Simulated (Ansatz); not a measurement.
# BrFH4OSi: a barrier at many levels of theory

How high is the barrier of this step (Si1–F7 formed, Br2–H6 formed, Si1–Br2 broken, H6–F7 broken), and how far do cheaper methods land from CCSD(T)?

Computed with Ansatz 0.2.0, Gaussian basis. Level: single points in def2-TZVPP on PBE0-D4/def2-TZVP structures.

Levels: SPW92, PBE-D4, BLYP-D4, r2SCAN-D4, B97M-V, PBE0-D4, B3LYP-D4, r2SCAN0-D4, BHLYP-D4, CAM-B3LYP-D4, wB97X-V, wB97M-V, B2PLYP, PBE-QIDH, RPA on PBE, Hartree-Fock, MP2, CCSD, CCSD(T). The reference is CCSD(T) at the basis limit, from triple and quadruple zeta. Zero-point energies come from PBE0-D4 vibrations.

Cores are frozen in the correlated methods. Filled d shells of the heavier atoms are correlated. B3LYP uses VWN-RPA correlation. B2PLYP carries no dispersion term here.

23 further runs of the same task are left out: 23 set aside as unsound or not needed.

### Step 1. Start, saddle and end, as given

Charge 0, multiplicity 1. The folders r, ts and p hold the start, the saddle and the end; their coordinates stand in the first inputs.

```csv
pair,r (Å),ts (Å),p (Å)
Si1–F7,3.421,1.945,1.607
Br2–H6,2.383,1.801,1.425
Si1–Br2,2.258,2.622,4.739
H6–F7,0.934,1.051,2.071
```

### Step 2. wB97M-V/def2-TZVPP

Contents of r/in.yaml:

```yaml
crystal:
  periodic: [false, false, false]
  atoms:
    - {symbol: Si, position_ang: [-0.611404, -0.851170, -0.301220]}
    - {symbol: Br, position_ang: [1.624566, -1.003545, -0.573724]}
    - {symbol: H, position_ang: [-1.234009, -1.603746, -1.404589]}
    - {symbol: H, position_ang: [-0.861049, -1.456753, 1.024828]}
    - {symbol: O, position_ang: [-1.079911, 0.696706, -0.415503]}
    - {symbol: H, position_ang: [1.621935, 1.082028, 0.578498]}
    - {symbol: F, position_ang: [1.153113, 1.793178, 0.962845]}
    - {symbol: H, position_ang: [-0.613240, 1.343303, 0.128862]}
basis:
  gaussian: {orbitals: def2-TZVPP}
hamiltonian: {xc: {name: wB97M-V}}
```

Contents of ts/in.yaml:

```yaml
crystal:
  periodic: [false, false, false]
  atoms:
    - {symbol: Si, position_ang: [-0.393354, -0.361166, -0.123946]}
    - {symbol: Br, position_ang: [2.060319, -1.262436, -0.332471]}
    - {symbol: H, position_ang: [-0.629119, -1.160980, -1.334449]}
    - {symbol: H, position_ang: [-0.571621, -0.998678, 1.189019]}
    - {symbol: O, position_ang: [-1.469540, 0.837551, -0.413506]}
    - {symbol: H, position_ang: [1.674104, 0.366553, 0.330819]}
    - {symbol: F, position_ang: [0.851312, 1.001392, 0.490317]}
    - {symbol: H, position_ang: [-1.522102, 1.577765, 0.194215]}
basis:
  gaussian: {orbitals: def2-TZVPP}
hamiltonian: {xc: {name: wB97M-V}}
```

Contents of p/in.yaml:

```yaml
crystal:
  periodic: [false, false, false]
  atoms:
    - {symbol: Si, position_ang: [-0.967710, -0.245337, 0.074755]}
    - {symbol: Br, position_ang: [3.721495, -0.488270, -0.564392]}
    - {symbol: H, position_ang: [-0.928141, -1.155498, -1.082205]}
    - {symbol: H, position_ang: [-1.887464, -0.669758, 1.153706]}
    - {symbol: O, position_ang: [-1.333074, 1.231195, -0.499578]}
    - {symbol: H, position_ang: [2.449894, -0.365522, 0.067363]}
    - {symbol: F, position_ang: [0.495231, -0.244194, 0.740019]}
    - {symbol: H, position_ang: [-1.550230, 1.937386, 0.110330]}
basis:
  gaussian: {orbitals: def2-TZVPP}
hamiltonian: {xc: {name: wB97M-V}}
```

The command line of these runs was not kept.

The runs that follow: CCSD(T)/def2-TZVPP; MP2/def2-QZVPP; Vibrations of the start structure; Vibrations of the end structure.

**Question.** What will these runs give? Wanted: barrier, CCSD(T)/CBS; reverse barrier, CCSD(T)/CBS; step energy, CCSD(T)/CBS; barrier with zero-point energy; step energy with zero-point energy; imaginary mode at the saddle; largest T1 diagnostic.

As calculated:

```
                          quantity         value
              barrier, CCSD(T)/CBS  124.6 kJ/mol
      reverse barrier, CCSD(T)/CBS  155.6 kJ/mol
          step energy, CCSD(T)/CBS  -31.0 kJ/mol
    barrier with zero-point energy  119.3 kJ/mol
step energy with zero-point energy  -39.5 kJ/mol
      imaginary mode at the saddle     297i cm⁻¹
             largest T1 diagnostic         0.010
```

In words: The functionals run from PBE-QIDH, off by -3.0 kJ/mol, to SPW92, off by -48.3 kJ/mol, against CCSD(T)/CBS. By rung, the mean size of the error is: LDA 48.3, GGA 21.1, meta-GGA 11.6, hybrid 8.9, range-separated hybrid 7.9, double hybrid 3.6 kJ/mol. PBE-D4 gives a barrier 25.4 kJ/mol too low, outside chemical accuracy (1 kcal/mol, 4.2 kJ/mol). Every functional without exact exchange puts the forward barrier too low. The barrier rises with the share of exact exchange, from BLYP-D4 through B3LYP-D4 to BHLYP-D4 (-16.8, -7.1, +7.4 kJ/mol). Hartree-Fock, with no correlation, is off by +40.3 kJ/mol. Zero-point motion lowers the barrier by 5.3 kJ/mol.
